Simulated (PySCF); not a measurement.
# TaH₃: triplet, from a trigonal pyramidal start

Where does triplet TaH₃ go from a trigonal pyramidal start, is the end point a minimum, and what are its modes, charges and moments?

Method: PBE0, basis Ta def2-TZVP with ECP60, H def2-TZVP, scalar-relativistic core potentials, no spin–orbit coupling, density fitting; program: PySCF 2.14.0.

## Step 1: Where the work starts

4 atoms, charge 0, spin multiplicity 3.

Bond lengths: Ta1–H2 1.780 Å, Ta1–H3 1.780 Å, Ta1–H4 1.780 Å. Angles: H2–Ta1–H3 99.8°, H2–Ta1–H4 99.8°, H3–Ta1–H4 99.8°.

Coordinates in bohr (charge 0 multiplicity 3):
```
Ta    0.0000    0.0000   -0.0260
H     2.9700   -0.0001    1.5533
H    -1.4849    2.5721    1.5533
H    -1.4850   -2.5720    1.5533
```

## Step 2: Trigonal pyramidal start, triplet: relaxation

One driver script runs all steps and calls PySCF; scf.py shows how it sets up the SCF of each step. The optimiser is the driver's own. Before each start the driver seeks the lowest SCF state from one or more starting densities and follows internal instabilities, so scf.py alone need not reach the same state.

The program finds C3v symmetry in the start, which this walk keeps. The walk stops when the largest gradient is under 0.0003 Eh/bohr and the energy has settled too.

Contents of scf.py:

```python
from pyscf import gto, scf, dft
mol = gto.M(atom='''
Ta    -0.000000    -0.000000    -0.013734
H      1.571631    -0.000027     0.821966
H     -0.785792     1.361086     0.821966
H     -0.785839    -1.361059     0.821966''',
    basis={'Ta': 'def2-TZVP', 'H': 'def2-TZVP'},
    ecp={'Ta': 'def2-TZVP'},
    charge=0, spin=2)
mf = dft.UKS(mol, xc='PBE0')
mf.grids.atom_grid = (50, 194)
aux = {'Ta': 'def2-universal-JKFIT', 'H': 'def2-universal-JKFIT'}
mf = mf.density_fit(auxbasis=aux)
mf.kernel()
```

Steps of the walk:

```tsv
step	energy (Eh)	change (kJ/mol)	largest symmetric gradient (Eh/bohr)
0	-58.641305	0.00	0.02352
1	-58.645381	-10.70	0.01656
2	-58.649939	-22.67	0.01005
3	-58.650954	-25.33	0.00743
4	-58.651498	-26.76	0.00473
5	-58.651927	-27.89	0.00180
6	-58.652054	-28.22	0.00090
7	-58.652114	-28.38	0.00060
8	-58.652142	-28.45	0.00029
9	-58.652152	-28.48	0.00026
10	-58.652155	-28.49	0.00004
```

The walk took 8.5 s on 4 threads, shared host.

It settles in C3v symmetry, 28.5 kJ/mol below the start, after 10 steps: Ta–H 1.784 Å (×3); H–Ta–H 120.0° (×3). A gradient of 0.0028 Eh/bohr that breaks the symmetry is left: this electronic state wants a lower symmetry.

## Step 3: Relaxing without the symmetry constraint

The geometry is nudged along the force that breaks the symmetry.

The program finds Cs symmetry in the start, which may break.

Edit scf.py of step 2 so:

```diff
@@ -3,4 +3,4 @@
-Ta    -0.000000    -0.000000    -0.013734
-H      1.571631    -0.000027     0.821966
-H     -0.785792     1.361086     0.821966
-H     -0.785839    -1.361059     0.821966''',
+Ta    -0.000053     0.000000    -0.000264
+H      1.797887    -0.000031     0.015839
+H     -0.894174     1.536606     0.015766
+H     -0.894227    -1.536575     0.015766''',
```

The optimiser's trace:

```tsv
step	energy (Eh)	change (kJ/mol)	largest gradient (Eh/bohr)
0	-58.652246	0.00	0.00381
1	-58.652344	-0.26	0.00201
2	-58.652408	-0.43	0.00050
3	-58.652408	-0.43	0.00032
4	-58.652408	-0.43	0.00003
```

The walk took 3 s.

Geometry (Å) and forces (eV/Å) at some steps:

```
step 0
Ta   0.000   0.000   0.000   0.196   0.000   0.002
H    1.798   0.000   0.016  -0.018   0.000  -0.002
H   -0.894   1.537   0.016  -0.089  -0.041   0.000
H   -0.894  -1.537   0.016  -0.089   0.041   0.000
step 1
Ta   0.008   0.000   0.004   0.104   0.000   0.001
H    1.805   0.000   0.014   0.003   0.000  -0.001
H   -0.901   1.528   0.014  -0.053  -0.029   0.000
H   -0.901  -1.528   0.014  -0.053   0.029   0.000
step 2
Ta   0.020   0.000   0.011  -0.025   0.000   0.000
H    1.817   0.000   0.012   0.020   0.000   0.000
H   -0.914   1.515   0.012   0.003  -0.008   0.000
H   -0.914  -1.515   0.012   0.003   0.008   0.000
step 3
Ta   0.020   0.000   0.011  -0.016   0.000   0.000
H    1.818   0.000   0.012   0.011   0.000   0.000
H   -0.914   1.514   0.012   0.002  -0.004   0.000
H   -0.914  -1.514   0.012   0.002   0.004   0.000
step 4
Ta   0.020   0.000   0.011  -0.001   0.000   0.000
H    1.819   0.000   0.012   0.001   0.000   0.000
H   -0.914   1.514   0.012   0.000   0.000   0.000
H   -0.914  -1.513   0.012   0.000   0.000   0.000
```

After 4 steps and 0.4 kJ/mol it ends at C2v: Ta–H 1.779 Å (×2), Ta–H 1.799 Å; H–Ta–H 116.6°, H–Ta–H 121.7° (×2).

## Step 4: Is it a minimum? Harmonic modes

The point is checked on the finer grid, and tightened if its gradient asks for it. The Hessian and the dipole derivatives come from central differences of analytic gradients, with steps of 0.01 bohr.

Edit scf.py of step 3 so:

```diff
@@ -3,4 +3,4 @@
-Ta    -0.000053     0.000000    -0.000264
-H      1.797887    -0.000031     0.015839
-H     -0.894174     1.536606     0.015766
-H     -0.894227    -1.536575     0.015766''',
+Ta     0.000378    -0.000000    -0.000000
+H      1.799428    -0.000029    -0.000050
+H     -0.933631     1.513523     0.000026
+H     -0.933680    -1.513492     0.000026''',
@@ -11 +11 @@
-mf.grids.atom_grid = (50, 194)
+mf.grids.atom_grid = (75, 302)
```

The driver hands on the density of the step before, so the log starts near convergence.

Log of the central SCF (cycles and frontier levels):

```text
init E= -58.6524439712814
[... the frontier-level lines of each cycle are left out ...]
cycle= 1 E= -58.6524439714091  delta_E= -1.28e-10  |g|= 5.07e-06  |ddm|= 2.13e-05
cycle= 2 E= -58.6524439714931  delta_E= -8.41e-11  |g|= 5.5e-06  |ddm|= 1.92e-05
Extra cycle  E= -58.6524439715492  delta_E= -5.6e-11  |g|= 6.4e-06  |ddm|= 1.89e-05
converged SCF energy = -58.6524439715492  <S^2> = 2.0099096  2S+1 = 3.0065991
```

The whole step took 12 s.

Geometry: C2v; Ta–H 1.779 Å (×2), Ta–H 1.799 Å; H–Ta–H 116.6°, H–Ta–H 121.7° (×2).

Harmonic modes (main isotopes):

```tsv
symmetry	ω (cm⁻¹)	IR (km/mol)	μ (u)
b1	88	154	1.02
b2	742	14.8	1.01
a1	748	28.2	1.02
b2	1773	300	1.02
a1	1805	404	1.02
a1	1843	47.8	1.01
```

No imaginary mode, so this is a minimum.

Constants and moments:

```yaml
Dipole_moment: 0.09 D
Highest_occupied_level: -5.64 eV
Lowest_empty_level: -2.79 eV
Rotational_constants: 3.651, 3.358, 1.749 cm⁻¹
Zero-point_energy: 41.9 kJ/mol
Principal_polarisabilities: 45.9, 53.3, 58.4 bohr³
Atomisation_energy_without_zero-point_energy: 858 kJ/mol
Principal_traceless_quadrupole_moments_about_the_centre_of_mass: -2.96, -1.37, 4.33 D Å
Entropy_at_298.15_K_and_1_bar_electronic_part_spin_only: 266.0 J/(mol K)
Heat_capacity_Cp_at_298.15_K: 48.0 J/(mol K)
Enthalpy_at_298.15_K_above_0_K: 12.42 kJ/mol
Rotational_symmetry_number: 2
Spin_squared_⟨S²⟩: 2.010
```

Populations by atom (charges in e):

```json
{"atom": "Ta1", "Mulliken": "0.44", "Löwdin": "0.43", "polar tensor": "0.88", "spin (Mulliken)": "2.20", "Mayer order to Ta1": "–"}
{"atom": "H2", "Mulliken": "-0.16", "Löwdin": "-0.15", "polar tensor": "-0.30", "spin (Mulliken)": "-0.05", "Mayer order to Ta1": "0.97"}
{"atom": "H3,4", "Mulliken": "-0.14", "Löwdin": "-0.14", "polar tensor": "-0.29", "spin (Mulliken)": "-0.07", "Mayer order to Ta1": "0.97"}
```

Mulliken populations on Ta1 (outside its core potential): s 2.95, p 6.38, d 3.21, f 0.02.

## Step 5: What came out

```
                                          quantity                                                               value
                                           minimum                                                        triplet, C2v
                                          geometry  Ta–H 1.779 Å (×2), Ta–H 1.799 Å; H–Ta–H 116.6°, H–Ta–H 121.7° (×2)
                                wavenumbers (cm⁻¹)        88 (b1), 742 (b2), 748 (a1), 1773 (b2), 1805 (a1), 1843 (a1)
                                     dipole moment                                                              0.09 D
highest occupied, lowest empty level (either spin)                                                     -5.64, -2.79 eV
                        polar-tensor charge of Ta1                                                             +0.88 e
                                 zero-point energy                                                         41.9 kJ/mol
                               entropy at 298.15 K                                                     266.0 J/(mol K)
         atomisation energy (no zero-point energy)                                                          858 kJ/mol
                                              ⟨S²⟩                                                               2.010
```

What this shows: The trigonal pyramidal start (C3v) ends in a minimum of C2v symmetry. In the infrared the band at 1805 cm⁻¹ (a1, stretch) leads. Most of the spin sits on Ta1 (Mulliken spin 2.20, against 2 for the whole molecule). Only this shape and spin were tried, so other structures or states may lie lower. Take wavenumbers under 90 cm⁻¹ as rough. One determinant may miss the lowest occupation of an open d or f shell. Spin–orbit coupling, left out here, can matter for elements this heavy.

The search up to here took 28 s.
